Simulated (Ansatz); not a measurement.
# SnSe2 (1T): the cost of one run

Program: Ansatz 0.2.0. Level of theory: DFT LDA, scalar-relativistic, plane waves, PAW. These are calculated values, not measurements.

**1. The structure to begin with**

Symmetry: P-3m1, No. 164, trigonal system. The conventional cell has a = 3.508 Å, b = 3.508 Å, c = 5.649 Å, α = 90.00°, β = 90.00°, γ = 120.00°. Sn (site symmetry -3m) is surrounded by 6 Se at 2.47 Å. Se (site symmetry 3m) has 3 Sn at 2.47 Å as nearest neighbours.

As a file:

```cif
data_structure
_symmetry_space_group_name_H-M 'P-3m1'
_symmetry_Int_Tables_number 164
_cell_length_a 3.5081
_cell_length_b 3.5081
_cell_length_c 5.6492
_cell_angle_alpha 90.000
_cell_angle_beta 90.000
_cell_angle_gamma 120.000
_cell_volume 60.21
loop_
_atom_site_label
_atom_site_type_symbol
_atom_site_symmetry_multiplicity
_atom_site_Wyckoff_symbol
_atom_site_fract_x
_atom_site_fract_y
_atom_site_fract_z
_atom_site_occupancy
Sn1 Sn 1 a 0.00000 0.00000 0.00000 1
Se1 Se 2 d 0.33333 0.66667 0.25000 1
```

**2. Relaxing cell and atoms: SnSe2 (1T), no spin, 15 GPa, volume × 0.78**

Contents of input.yaml:

```yaml
crystal:
  lattice:
    - [3.5080880318, 0.0, 0.0]
    - [-1.7540440159, 3.0380933543, 0.0]
    - [0.0, 0.0, 5.6492091974]
  atoms:
    - { symbol: Sn, position: [0.0, 0.0, 0.0] }
    - { symbol: Se, position: [0.3333333333, 0.6666666667, 0.25] }
    - { symbol: Se, position: [0.6666666667, 0.3333333333, 0.75] }
scf:
  occupations: { method: gaussian, width: 0.05 }
output:
  forces: true
  stress: true
  eigenvalues: true
  write_density: true
  write_potential: true
  elf: true
  volumetric_format: npy
hamiltonian:
  xc: lda
basis:
  ecutwfc: 500
kpoints:
  mp_grid: { grid: [18, 18, 10] }
relax:
  f_tol: 0.002
  max_steps: 60
  cell: { stress_tol: 0.02, p_target: 15 }
```

Command:

```console
> ansatz run input.yaml --threads 4 --pin off --max-ram 10240MiB --backend cpu --events-out ev --progress --plain --runs-dir out
```

What time and memory should one allow on 4 threads of Arm Neoverse V2, shared host?

About 90 s, with a peak of 0.82 GiB.
